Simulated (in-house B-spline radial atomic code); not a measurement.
# Ga⁷⁺: ionisation energy by several methods

Aim: the ionisation energy of Ga⁷⁺ by several methods, each as the difference of two self-consistent energies (Ga⁷⁺ and the next ion, [Ar] 3d5).

Method: scalar-relativistic (X2C), several functionals, spin-polarised, exact exchange averaged over the configuration; spherical all-electron atom at the radial basis limit. Code: in-house B-spline radial atomic code version 1.

## 1. The system

```
element       : gallium (Z = 31)
charge        : +7
electrons     : 24
configuration : [Ar] 3d6
nucleus       : Fermi, rms radius 3.997 fm
```

Outer shells as boxes (Hund's rule):

[Ar] 3d6
```
[Ar] core
3d [↑↓][↑ ][↑ ][↑ ][↑ ]
```

Where spins are not typed, each open shell is filled with up spins first.

## 2. r2SCAN0

Settings of the run:

```ini
Z = 31
electrons = 24.0
configuration = [Ar] 3d6
hamiltonian = x2c
method = r2scan0
spin_polarised = True
nucleus = fermi
rms_radius = 3.9973
mass_number = 69
atomic_mass = 68.925573528
speed_of_light = 137.035999084
exact_exchange = averaged over the configuration
```

On the command line:

```bash
> python run_scf.py task.json out
```

task.json lists these runs, among others, and the program works through them in turn.

## 3. HSE06

Settings: those of step 2 with these lines changed.

```diff
@@ -4,3 +4,3 @@
 hamiltonian = x2c
-method = r2scan0
+method = hse06
 spin_polarised = True
```

## 4. CAM-B3LYP

Settings: those of step 3 with these lines changed.

```diff
@@ -4,3 +4,3 @@
 hamiltonian = x2c
-method = hse06
+method = camb3lyp
 spin_polarised = True
```

## 5. M06-2X

Settings: those of step 4 with these lines changed.

```diff
@@ -4,3 +4,3 @@
 hamiltonian = x2c
-method = camb3lyp
+method = m062x
 spin_polarised = True
```

## 6. PBE0

Settings: those of step 5 with these lines changed.

```diff
@@ -4,3 +4,3 @@
 hamiltonian = x2c
-method = m062x
+method = pbe0
 spin_polarised = True
```

**Question.** The tabulated ionisation energy is 169.9 ± 1.7 eV (tabulated theoretical; NIST Atomic Spectra Database). What does each method give, and which comes nearest?

**Answer**, as computed:

| method | rung | total energy (hartree) | ΔSCF (eV) | −ε highest (eV) | ΔSCF less tabulated (eV) |
| --- | --- | --- | --- | --- | --- |
| r2SCAN0 | global hybrid | -1926.8825 | 169.22 | 158.91 (3d down) | -0.68 |
| M06-2X | global hybrid | -1927.0665 | 170.17 | 164.64 (3d down) | +0.27 |
| PBE0 | global hybrid | -1926.6808 | 170.18 | 159.60 (3d down) | +0.28 |
| HSE06 | range-separated hybrid | -1926.6860 | 170.16 | 159.14 (3d down) | +0.26 |
| CAM-B3LYP | range-separated hybrid | -1927.0202 | 170.37 | 160.94 (3d down) | +0.47 |

The tabulated ionisation energy is 169.9 ± 1.7 eV (tabulated theoretical; NIST Atomic Spectra Database). HSE06 comes nearest (+0.26 eV) and r2SCAN0 is farthest (-0.68 eV, 0.40 %). The table's own uncertainty is as large as these misses, so the order means little. Relativistic terms that these runs lack can be as large as the gaps between close methods, so the nearest may be so by luck. Spin-orbit coupling is left out. Open shells are averaged (over orientations, and over spins where the run is restricted), while tables refer to the lowest levels.
